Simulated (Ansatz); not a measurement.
# AlOs: how the settings move a relaxation

Question: which choices in the input matter for AlOs?

Method: reference: DFT, PBEsol, PAW with Ansatz's default frozen-core files, scalar-relativistic; relaxation of cell and atoms, in Ansatz 0.2.0.

## 1. Starting point

The structure is cubic, space group Pm-3m (No. 221). Conventional cell: a = 2.998 Å, b = 2.998 Å, c = 2.998 Å, α = 90.00°, β = 90.00°, γ = 90.00°. Al (site symmetry m-3m) has 8 Os at 2.60 Å as nearest neighbours. Os (site symmetry m-3m) is surrounded by 8 Al at 2.60 Å.

As a file:

```
CELL_PARAMETERS angstrom
2.99791 0.00000 0.00000
0.00000 2.99791 0.00000
0.00000 0.00000 2.99791
ATOMIC_POSITIONS crystal
Al 0.00000 0.00000 0.00000
Os 0.50000 0.50000 0.50000
```

## 2. Reference

input.yaml reads:

```yaml
crystal:
  lattice:
    - [2.99791198, 0.0, 0.0]
    - [0.0, 2.99791198, 0.0]
    - [0.0, 0.0, 2.99791198]
  atoms:
    - { symbol: Al, position: [0.0, 0.0, 0.0] }
    - { symbol: Os, position: [0.5, 0.5, 0.5] }
kpoints:
  mp_grid: { grid: [10, 10, 10] }
scf:
  occupations: { method: fermi_dirac, width: 0.08 }
hamiltonian:
  xc: pbesol
  pseudopotentials: { kind: paw }
relax:
  f_tol: 0.002
  max_steps: 80
  cell: {}
output:
  forces: true
  stress: true
```

Started as:

```console
$ ansatz run input.yaml --threads 1 --pin off --max-ram 3072MiB --backend cpu --events-out ev --progress --plain --runs-dir out
```

## 3. Changed: mp_grid.shift [0.5, 0.5, 0.5], hubbard.sites [{species: Os, l: d, u_eff: 2.0}], hubbard.double_counting fll

input.yaml: that of step 2 with these lines changed.

```diff
@@ -9,3 +9,3 @@
 kpoints:
-  mp_grid: { grid: [10, 10, 10] }
+  mp_grid: { grid: [10, 10, 10], shift: [0.5, 0.5, 0.5] }
 scf:
@@ -15,2 +15,3 @@
   pseudopotentials: { kind: paw }
+  hubbard: { sites: [{ species: Os, l: d, u_eff: 2.0 }], double_counting: fll }
 relax:
```

Before running it: what results should come out? Wanted: for each run, ending; energy change; pressure; gap; force.

**Answer**, as computed:

```csv
run,ending,energy change,pressure (GPa),gap (eV),force (eV/Å),cycles,time
reference,converged,0,0.0,0.00,0.00,25,3.5 s
"1: mp_grid.shift [0.5, 0.5, 0.5], hubbard.sites [{species: Os, l: d, u_eff: 2.0}], hubbard.double_counting fll",converged,+964.4 meV/atom (U changed: no physical gain or loss),0.0,0.00,0.00,20,5.2 s
```

**Reading.** Changing the k-point mesh and Hubbard U moves the energy by +964.4 meV/atom, and the final volume goes from 26.82 to 26.66 Å³. The U term adds an energy of its own, so the shift says nothing about which run is better. Cost: 20 SCF cycles against 25, 5.2 s against 3.5 s. A changed U is a change of model: its shifts are not errors of convergence.
